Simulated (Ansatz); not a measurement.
# Sb: the cost of one run

Program: Ansatz 0.2.0. Level of theory: DFT LDA, scalar-relativistic. These are calculated values, not measurements.

**1. Starting point**

It takes space group P6_3/mmc (No. 194, hexagonal). The conventional cell has a = 3.369 Å, b = 3.369 Å, c = 5.330 Å, α = 90.00°, β = 90.00°, γ = 120.00°. Sb (site symmetry -6m2) is surrounded by 12 Sb at 3.30 to 3.37 Å.

As a file:

```cif
data_structure
_symmetry_space_group_name_H-M 'P6_3/mmc'
_symmetry_Int_Tables_number 194
_cell_length_a 3.3690
_cell_length_b 3.3690
_cell_length_c 5.3300
_cell_angle_alpha 90.000
_cell_angle_beta 90.000
_cell_angle_gamma 120.000
_cell_volume 52.39
loop_
_atom_site_label
_atom_site_type_symbol
_atom_site_symmetry_multiplicity
_atom_site_Wyckoff_symbol
_atom_site_fract_x
_atom_site_fract_y
_atom_site_fract_z
_atom_site_occupancy
Sb1 Sb 2 c 0.33333 0.66667 0.25000 1
```

The file gives the conventional cell by its symmetry; the runs use the cell typed in the input.

Structure: COD 1539203, as refined from experiment and not relaxed.

Atoms are numbered in the order of the input: Sb1, Sb2.

**2. Volume × 0.94, LAPW**

File input.yaml:

```yaml
crystal:
  lattice:
    - [3.3002257761, 0.0, 0.0]
    - [-1.6501128881, 2.8580793603, 0.0]
    - [0.0, 0.0, 5.2211939594]
  atoms:
    - { symbol: Sb, position: [0.3333333333, 0.6666666667, 0.25] }
    - { symbol: Sb, position: [0.6666666667, 0.3333333333, 0.75] }
kpoints:
  mp_grid: { grid: [12, 12, 7] }
  band_path:
    path:
      - [0.0, 0.0, 0.0]
      - [0.5, 0.0, 0.0]
      - [0.3333333333, 0.3333333333, 0.0]
      - [0.0, 0.0, 0.0]
      - [0.0, 0.0, 0.5]
      - [0.5, 0.0, 0.5]
      - [0.3333333333, 0.3333333333, 0.5]
      - [0.0, 0.0, 0.5]
      - [0.5, 0.0, 0.5]
    npoints: 5
scf:
  occupations: { method: fermi_dirac, width: 0.03 }
hamiltonian:
  xc: lda
  pseudopotentials: { kind: all_electron, lapw: { basis_error: 0.0005 } }
output:
  forces: true
  stress: true
  eigenvalues: true
```

The run is started by

```sh
> ansatz run input.yaml --threads 1 --pin off --max-ram 3072MiB --backend cpu --events-out ev --progress --plain --runs-dir out
```

What time and memory should one allow on 1 thread of Arm Neoverse V2, shared host?

About 16 s, with a peak of 0.36 GiB.
